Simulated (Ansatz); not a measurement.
**LaSi2Ir2 (P4/nmm): equation of state with a fit**

Wanted for LaSi2Ir2 (P4/nmm): an equation of state with a fit.

Program: Ansatz 0.2.0 through its Python package. Level of theory: DFT PBEsol, plane waves, PAW. These are calculated values, not measurements.

## 1. The structure

It takes space group P4/nmm (No. 129, tetragonal). The conventional cell has a = 4.208 Å, b = 4.208 Å, c = 9.957 Å, α = 90.00°, β = 90.00°, γ = 90.00°. Around La (site symmetry 4mm) lie 8 Ir at 3.20 to 3.31 Å and 8 Si at 3.21 to 3.24 Å. Si (site symmetry 4mm) has 5 Ir at 2.45 to 2.46 Å and 4 La at 3.24 Å as nearest neighbours. Si (site symmetry -4m2) is surrounded by 4 Ir at 2.45 Å and 4 La at 3.21 Å. Ir (site symmetry 4mm) is surrounded by 5 Si at 2.45 Å. Around Ir (site symmetry -4m2) lie 4 Si at 2.46 Å.

No structure file is read: the coordinates are typed or built in the script.

## 2. The code

Contents of lasi2ir2_eos.py:

```python
import warnings

import ansatz
import numpy as np
from pymatgen.analysis.eos import EOS

VECTORS = np.array([
    [4.207525, 0.0, 0.0],
    [0.0, 4.207525, 0.0],
    [0.0, 0.0, 9.956951],
])
SITES = [
    ("La", (0.0, 0.5, 0.256441)),
    ("La", (0.5, 0.0, 0.743559)),
    ("Si", (0.5, 0.0, 0.12749)),
    ("Si", (0.0, 0.5, 0.87251)),
    ("Si", (0.5, 0.5, 0.5)),
    ("Si", (0.0, 0.0, 0.5)),
    ("Ir", (0.5, 0.0, 0.373729)),
    ("Ir", (0.0, 0.5, 0.626271)),
    ("Ir", (0.5, 0.5, 0.0)),
    ("Ir", (0.0, 0.0, 0.0)),
]


def crystal_on(cell):
    crystal = ansatz.Crystal(lattice=ansatz.Lattice.of(cell))
    for symbol, position in SITES:
        crystal = crystal.atom(symbol, position)
    return crystal

warnings.simplefilter("ignore", ansatz.DeckWarning)

volumes, energies = [], []
for scale in np.linspace(0.95, 1.07, 5):
    cell = VECTORS * scale ** (1 / 3)
    calc = (
        crystal_on(cell).calculation()
        .occupations("cold", width=100 * ansatz.meV)
        .pseudopotentials("paw")
        .functional("pbesol")
        .basis(500)
        .kpoints(7, 7, 3)
    )
    report = calc.run(threads=1).report
    volumes.append(abs(np.linalg.det(cell)) / len(SITES))
    energies.append(report["free_energy_ev"] / len(SITES))
    print(f"V = {volumes[-1]:8.4f} A^3/atom  F = {energies[-1]:.5f} eV/atom")

for form in ["vinet", "pourier_tarantola"]:
    fit = EOS(eos_name=form).fit(volumes, energies)
    print(f"{form:18s} V0 {fit.v0:8.4f} A^3/atom  B0 {fit.b0_GPa:7.1f} GPa  B1 {fit.b1:5.2f}")
```

## 3. What the engine is handed

The engine receives this input (first run):

```yaml
crystal:
  lattice:
    - [4.136197237447545, 0.0, 0.0]
    - [0.0, 4.136197237447545, 0.0]
    - [0.0, 0.0, 9.788156509967395]
  atoms:
    - { symbol: La, position: [0.0, 0.5, 0.256441] }
    - { symbol: La, position: [0.5, 0.0, 0.743559] }
    - { symbol: Si, position: [0.5, 0.0, 0.12749] }
    - { symbol: Si, position: [0.0, 0.5, 0.87251] }
    - { symbol: Si, position: [0.5, 0.5, 0.5] }
    - { symbol: Si, position: [0.0, 0.0, 0.5] }
    - { symbol: Ir, position: [0.5, 0.0, 0.373729] }
    - { symbol: Ir, position: [0.0, 0.5, 0.626271] }
    - { symbol: Ir, position: [0.5, 0.5, 0.0] }
    - { symbol: Ir, position: [0.0, 0.0, 0.0] }
basis:
  ecutwfc: 500.0
kpoints:
  mp_grid:
    grid: [7, 7, 3]
hamiltonian:
  xc: pbesol
  pseudopotentials:
    kind: paw
scf:
  occupations:
    method: cold
    width: 0.1
```

## 4. Launch

On the command line:

```sh
$ python lasi2ir2_eos.py
```

**Question.** Estimate the equilibrium volume and the bulk modulus.

As calculated:

| quantity | value |
| --- | --- |
| runs compared | 5 |
| range of energy | 71.10 meV/atom |
| lowest point, volume (Å³/atom) | 17.275 |
| equilibrium volume (fit) | 17.27 Å³/atom |
| bulk modulus (fit) | 184 GPa |

In words: A third-order Birch-Murnaghan fit through the 5 points (the script's own form differs a little) has its minimum at 17.27 Å³ an atom, 2.0 % below the typed cell, with a bulk modulus of 184 GPa and dB/dP = 4.6. From that minimum the energy rises by 9.9 meV an atom on the compressed side and 71.1 meV on the expanded side. Shape and fractional positions are held along the curve, so the bulk modulus is an upper value where they are free to relax. For a metal this k-point mesh is coarse: on a finer one energies can move by several to tens of meV an atom and pressures by half a GPa or more, differences at one mesh by less. Spin-orbit coupling, which matters for elements this heavy, is left out. The structure comes from a database of computed cells and needn't be a stable or known phase.
